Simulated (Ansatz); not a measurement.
Run this with Ansatz 0.2.0 through its Python package and show what comes out.

`run_spin.py`:
```python
'''Gap between spin states of ClH3SeSn at one geometry.'''

import ansatz as az

BASIS = 'def2-TZVP'
FUNCTIONAL = 'B3LYP'
DISPERSION = 'd3bj'

clh3sesn = (
    az.Crystal.molecule()
    .atom('Cl', (-2.292, 0.3053, -0.3864))
    .atom('Sn', (-0.0831, -0.2945, -0.5453))
    .atom('Se', (0.9335, -0.2453, 1.7684))
    .atom('H', (0.1022, -1.8998, -1.2061))
    .atom('H', (0.7786, 0.8157, -1.6063))
    .atom('H', (0.6029, 1.2545, 1.9295))
)

model = (
    clh3sesn.calculation()
    .basis(gaussian=BASIS)
    .functional(FUNCTIONAL, dispersion=DISPERSION)
)
found = {}
for unpaired in [0, 2]:
    report = model.spin('collinear', total=unpaired).run(threads=1, backend='cpu').report
    s = unpaired / 2
    found[unpaired] = report['free_energy_ev']
    print(f'2S+1 = {unpaired + 1}: E = {found[unpaired]:.5f} eV, <S^2> = {abs(report["mean_field"]["state"]["spin_squared"]):.3f} (pure state {s * (s + 1):.2f})')
lowest = min(found, key=found.get)
for unpaired, e in found.items():
    print(f'multiplicity {unpaired + 1}: {(e - found[lowest]):.3f} eV above the lowest')
```

`python run_spin.py` gives:
```text
2S+1 = 1: E = -83758.43959 eV, <S^2> = 0.000 (pure state 0.00)
2S+1 = 3: E = -83754.20229 eV, <S^2> = 2.007 (pure state 2.00)
multiplicity 1: 0.000 eV above the lowest
multiplicity 3: 4.237 eV above the lowest
```

In order: multiplicity 1 (+0.00 eV) and multiplicity 3 (+4.24 eV), all at the one geometry.

Total energies depend on the basis set; only differences at equal settings carry meaning. The geometry is a force-field or estimated start, not a minimum of this method, and the basis set is short of its limit. All parts are taken at fixed geometry, without zero-point energy. def2 sets replace the cores of elements past krypton by effective core potentials. b3lyp holds the VWN-RPA fit, as in Gaussian; the form of ORCA and Turbomole is b3lyp5. Spin-orbit coupling, which mixes and shifts the spin states of heavy atoms, is left out. Finished in 41 s on 1 thread of Arm Neoverse V2 (shared host), peak memory 0.64 GiB.
